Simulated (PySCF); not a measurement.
# C5H10FGeO radical: geometry, EPR parameters

What EPR parameters should C5H10FGeO radical (`CO[C@@H]1[CH2][GeH2][CH2][C]1F`) show?

The runs use PySCF 2.14.0, with density-fitted response routines of our own; the level of theory stands in each step. All values are computed, except where a source is named. Atoms are numbered from 0 throughout.

## 1. Starting geometry

18 atoms, charge 0, multiplicity 2; geometry from: GFN2-xTB.

Bonds of the start (Å): C0–O1 1.41, O1–C2 1.41, C2–C3 1.53, C3–Ge4 1.98, Ge4–C5 2.02, C5–C6 1.47, C6–F7 1.36, C6–C2 1.50, C0–H8 1.10, C0–H9 1.10, C0–H10 1.09, C2–H11 1.10, C3–H12 1.09, C3–H13 1.09, Ge4–H14 1.50, Ge4–H15 1.51, C5–H16 1.09, C5–H17 1.09.

## 2. Optimising the geometry at PBE0-D3(BJ)/def2-SVP

What the job is given:

```
{"job": {"xc": "PBE0", "basis": "def2-SVP", "d3": "d3bj", "grid": 1, "kind": "geom"}, "charge": 0, "multiplicity": 2}
C      2.162240     0.336720     0.934500
O      1.094980     0.718970     0.103700
C      0.571730    -0.335660    -0.680230
C     -0.456110     0.358350    -1.582750
Ge    -1.719600     0.949540    -0.174480
C     -1.257760    -0.637230     0.994680
C     -0.191790    -1.273330     0.205020
F     -0.510310    -2.458960    -0.388030
H      1.875870    -0.494930     1.586990
H      3.031800     0.036280     0.339170
H      2.416490     1.206320     1.535840
H      1.363840    -0.853100    -1.240430
H      0.023790     1.146660    -2.156190
H     -0.905740    -0.358330    -2.268100
H     -1.393890     2.278750     0.442530
H     -3.162760     0.988090    -0.631370
H     -0.885150    -0.266100     1.950250
H     -2.075130    -1.329400     1.185620
```

Launch:

```
$ OMP_NUM_THREADS=1 python probes_run.py task.json out
```

This one command runs all jobs of the session in turn.

**Question.** This job is followed by: UKS B3LYP, IGLO-III on C F O, def2-TZVP-core on Ge, pcH-1 on H, non-relativistic, mean-field spin-orbit, GIAO. What will the session give for the following? point group; rotational constants (main isotopes); g(iso) (B3LYP); ⟨S²⟩; largest a(iso) (averaged by class); surface potential, 1st and 99th percentile.

**Answer**, as computed:

| quantity | value |
| --- | --- |
| point group | C1 |
| rotational constants (main isotopes) | 1.97, 1.12, 0.91 GHz |
| g(iso) (B3LYP) | 2.00310 |
| ⟨S²⟩ | 0.754 (exact 0.75) |
| largest a(iso) (averaged by class) | 13C on C6, 238.6 MHz |
| surface potential, 1st and 99th percentile | -1.01 V and 0.87 V |

Over 10 steps the energy fell by 0.116 eV; of the close pairs, Ge4–H14 changed most, 1.501 to 1.538 Å. C6 carries the largest spin population, 0.90 e. The isotropic g lies 0.8 ppt above the free-electron value. The hyperfine terms hold no scalar relativity, which the heavier nuclei need.
